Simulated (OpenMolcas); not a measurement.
**triplet GeSiH6O: levels of theory compared**

Wanted: a comparison of 6 runs (UHF/cc-pVDZ, UB3LYP/6-31G*, U-revPBE/cc-pVDZ, UB3LYP/cc-pVDZ, UPBE0/cc-pVDZ) of triplet GeSiH6O. 

The results are computed with OpenMolcas 26.06.

### Step 1. The system as given

GeSiH6O: 9 atoms, total charge 0, spin state triplet. SMILES of the parent species: `[OH][GeH2][SiH3]`. Geometry: relaxed at PBE0-D4/def2-TZVP. This is one conformer, not always the lowest. That shape belongs to the parent species and isn't relaxed for this state.

Bond lengths: O1–Ge2 1.791 Å, Ge2–Si3 2.389 Å, O1–H4 0.960 Å, Ge2–H5 1.546 Å, Ge2–H6 1.536 Å, Si3–H7 1.488 Å, Si3–H8 1.488 Å, Si3–H9 1.486 Å. Some angles: O1–Ge2–Si3 109.9°, O1–Ge2–H5 109.2°, O1–Ge2–H6 103.6°, Si3–Ge2–H5 111.3°, Si3–Ge2–H6 113.0°, Ge2–O1–H4 112.4°, Ge2–Si3–H7 110.2°, Ge2–Si3–H8 109.3°, Ge2–Si3–H9 110.4°, H5–Ge2–H6 109.6°.

### Step 2. The energy at UHF/cc-pVDZ (run 1)

run.inp

```
* GeH6OSi Hartree-Fock
&GATEWAY
BasLib=$CurrDir
Coord
9
angstrom
O       -1.665400       1.003200      -0.854800
Ge       0.086300       0.899600      -0.495500
Si       0.525800      -1.010700       0.870400
H       -1.973400       0.267900      -1.389000
H        0.873700       0.832100      -1.824400
H        0.388100       2.226700       0.215900
H        1.986000      -1.132800       1.128400
H        0.060100      -2.236200       0.166300
H       -0.192800      -0.896100       2.165800
Basis=cc-pVDZ
Group=NoSym
&SEWARD
&SCF
UHF
Spin=3
Thresholds=1e-10 1e-07 1e-07 1e-05
PrOrbitals=1 1
```

The basis set cc-pVDZ is read from a file made from the Basis Set Exchange's data (not shown).

Run with:

```sh
$ export MOLCAS_MEM=1860
$ pymolcas run.inp > run.log
```

Standard output:

```text
--- Start Module: gateway ---
[...]
--- Stop Module: gateway /rc=_RC_ALL_IS_WELL_ ---
--- Start Module: seward ---
[...]
      Basis functions           89
--- Stop Module: seward /rc=_RC_ALL_IS_WELL_ ---
[...]
--- Start Module: scf ---
[...]
       Convergence after  65 Iterations
[...]
::    Total SCF energy                              -2442.4068018312
[...]
      Total spin, S                                     1.0062606659
[...]
      Total electronic charge=   60.000000
      Total            charge=   -0.000000
[...]
      Dipole Moment (debye):
      Origin of the operator (angstrom)=   -0.0355    0.4302   -0.2056
                   X=  9.1245E-01               Y= -1.7858E+00               Z= -9.0547E-02           Total=  2.0075E+00
      Quadrupole Moment (debye*angstrom):
[...]
--- Stop Module: scf /rc=_RC_ALL_IS_WELL_ ---
[...]
```

Wall time 38 s (1 thread of AMD EPYC 7R43 (Zen 3), shared host); peak memory 0.49 GiB.

### Step 3. A single-point energy at UB3LYP/6-31G(d) (spherical functions) (run 2)

calc.inp

```
&GATEWAY
 BasLib
 $CurrDir
 Coord
 9
 angstrom
 O       -1.665400       1.003200      -0.854800
 Ge       0.086300       0.899600      -0.495500
 Si       0.525800      -1.010700       0.870400
 H       -1.973400       0.267900      -1.389000
 H        0.873700       0.832100      -1.824400
 H        0.388100       2.226700       0.215900
 H        1.986000      -1.132800       1.128400
 H        0.060100      -2.236200       0.166300
 H       -0.192800      -0.896100       2.165800
 Basis
 6-31Gs
 Group
 NoSym

&SEWARD
 GridInput
 Grid=UltraFine
 End of Grid

&SCF
 UHF
 Spin
 3
 KSDFT
 B3LYP
 Thresholds
 1e-10 1e-07 1e-07 1e-05
 PrOrbitals
 1 1
```

The basis set 6-31G* is read from a file made from the Basis Set Exchange's data (not shown).

Run with:

```sh
$ export MOLCAS_MEM=1860
$ pymolcas calc.inp > calc.log
```

Standard output:

```text
--- Start Module: gateway ---
[...]
--- Stop Module: gateway /rc=_RC_ALL_IS_WELL_ ---
--- Start Module: seward ---
[...]
      Basis functions           76
--- Stop Module: seward /rc=_RC_ALL_IS_WELL_ ---
[...]
--- Start Module: scf ---
[...]
       Convergence after  26 Iterations
[...]
::    Total KS-DFT energy                           -2444.8875330044
[...]
      Total spin, S                                     1.0019420721
[...]
      Total electronic charge=   60.000000
      Total            charge=   -0.000000
[...]
      Dipole Moment (debye):
      Origin of the operator (angstrom)=   -0.0355    0.4302   -0.2056
                   X=  9.7280E-02               Y= -1.4556E+00               Z= -2.7349E-01           Total=  1.4843E+00
      Quadrupole Moment (debye*angstrom):
[...]
--- Stop Module: scf /rc=_RC_ALL_IS_WELL_ ---
[...]
```

Run time: 65 s. Hardware: 1 thread of AMD EPYC 7R43 (Zen 3), shared host; peak memory 0.43 GiB.

### Step 4. The energy at UB3LYP/6-31G(d) (Cartesian functions) (run 3)

test.inp

```
* GeH6OSi Kohn-Sham DFT

&GATEWAY
 BASLIB
 $CurrDir
 COORD
 9
 bohr
 O     -3.14714989     1.89577325    -1.61533789
 Ge     0.16308336     1.69999762    -0.93635929
 Si     0.99361800    -1.90994619     1.64481762
 H     -3.72918553     0.50625763    -2.62482959
 H      1.65105372     1.57244111    -3.44761634
 H      0.73340271     4.20785316     0.40799187
 H      3.75299608    -2.14068175     2.13236696
 H      0.11357254    -4.22580556     0.31426145
 H     -0.36433920    -1.69338358     4.09276884
 BASIS
 6-31Gs
 GROUP
 NoSym

&SEWARD
 GRIDINPUT
 Grid=UltraFine
 End of Grid

&SCF
 UHF
 SPIN
 3
 KSDFT
 B3LYP
 THRESHOLDS
 1e-10 1e-07 1e-07 1e-05
 PRORBITALS
 1
```

The basis set 6-31G* is read from a file made from the Basis Set Exchange's data (not shown).

Run with:

```sh
$ export MOLCAS_MEM=1860
$ pymolcas test.inp > test.log
```

Standard output:

```text
--- Start Module: gateway ---
[...]
--- Stop Module: gateway /rc=_RC_ALL_IS_WELL_ ---
--- Start Module: seward ---
[...]
      Basis functions           81
--- Stop Module: seward /rc=_RC_ALL_IS_WELL_ ---
[...]
--- Start Module: scf ---
[...]
       Convergence after  27 Iterations
[...]
::    Total KS-DFT energy                           -2444.8966729103
[...]
      Total spin, S                                     1.0019643116
[...]
      Total electronic charge=   60.000000
      Total            charge=   -0.000000
[...]
      Dipole Moment (debye):
      Origin of the operator (angstrom)=   -0.0355    0.4302   -0.2056
                   X=  1.3445E-01               Y= -1.4703E+00               Z= -2.2005E-01           Total=  1.4927E+00
      Quadrupole Moment (debye*angstrom):
[...]
--- Stop Module: scf /rc=_RC_ALL_IS_WELL_ ---
[...]
```

It took 74 s on 1 thread of AMD EPYC 7R43 (Zen 3), shared host; peak memory 0.45 GiB.

Runs 4 to 5 aren't shown in full; the table further down has their settings and results.

### Step 5. The energy at UPBE0/cc-pVDZ (run 6)

mol.inp

```
* GeH6OSi Kohn-Sham DFT
&GATEWAY
BasLib=$CurrDir
Coord
9
angstrom
O       -1.665400       1.003200      -0.854800
Ge       0.086300       0.899600      -0.495500
Si       0.525800      -1.010700       0.870400
H       -1.973400       0.267900      -1.389000
H        0.873700       0.832100      -1.824400
H        0.388100       2.226700       0.215900
H        1.986000      -1.132800       1.128400
H        0.060100      -2.236200       0.166300
H       -0.192800      -0.896100       2.165800
Basis=cc-pVDZ
Group=NoSym
&SEWARD
GridInput
Grid=UltraFine
End of Grid
&SCF
UHF
Spin=3
KSDFT=PBE0
Thresholds=1e-10 1e-07 1e-07 1e-05
PrOrbitals=1 1
```

The basis set cc-pVDZ is read from a file made from the Basis Set Exchange's data (not shown).

Run with:

```sh
$ export MOLCAS_MEM=1860
$ pymolcas mol.inp > mol.log
```

Standard output:

```text
--- Start Module: gateway ---
[...]
--- Stop Module: gateway /rc=_RC_ALL_IS_WELL_ ---
--- Start Module: seward ---
[...]
      Basis functions           89
--- Stop Module: seward /rc=_RC_ALL_IS_WELL_ ---
[...]
--- Start Module: scf ---
[...]
       Convergence after  25 Iterations
[...]
::    Total KS-DFT energy                           -2444.6301590268
[...]
      Total spin, S                                     1.0023189288
[...]
      Total electronic charge=   60.000000
      Total            charge=   -0.000000
[...]
      Dipole Moment (debye):
      Origin of the operator (angstrom)=   -0.0355    0.4302   -0.2056
                   X=  2.2633E-02               Y= -1.0850E+00               Z= -4.8034E-01           Total=  1.1868E+00
      Quadrupole Moment (debye*angstrom):
[...]
--- Stop Module: scf /rc=_RC_ALL_IS_WELL_ ---
[...]
```

It took 1.7 min on 1 thread of AMD EPYC 7R43 (Zen 3), shared host; peak memory 0.49 GiB.

### Step 6. Overview of the runs

```csv
run,level,integration grid,Cartesian functions,energy (Eh),dipole moment (D),HOMO energy (eV),⟨S²⟩,wall time
1,UHF/cc-pVDZ,–,no,-2442.406802,2.01,-4.09,2.019,38 s
2,UB3LYP/6-31G* (spherical functions),UltraFine,no,-2444.887533,1.48,-2.21,2.006,65 s
3,UB3LYP/6-31G* (Cartesian functions),UltraFine,yes,-2444.896673,1.49,-2.24,2.006,74 s
4,U-revPBE/cc-pVDZ,UltraFine,no,-2444.862732,1.05,-1.61,2.003,94 s
5,UB3LYP/cc-pVDZ,UltraFine,no,-2445.167839,1.13,-2.15,2.006,2 min
6,UPBE0/cc-pVDZ,UltraFine,no,-2444.630159,1.19,-2.39,2.007,1.7 min
```

### Step 7. Summary of results

| quantity | value |
| --- | --- |
| run 6: total energy | -2444.63016 Eh |
| run 6: dipole moment | 1.19 D |
| run 6: HOMO energy (highest over α and β) | -2.39 eV |
| run 6: ⟨S²⟩ | 2.007 |

In words: The dipole moment (its size) runs from 1.05 D (U-revPBE/cc-pVDZ) to 2.01 D (UHF/cc-pVDZ). Totals of different functionals can't be ranked against each other. All runs together took 8.2 min, the longest 2 min.
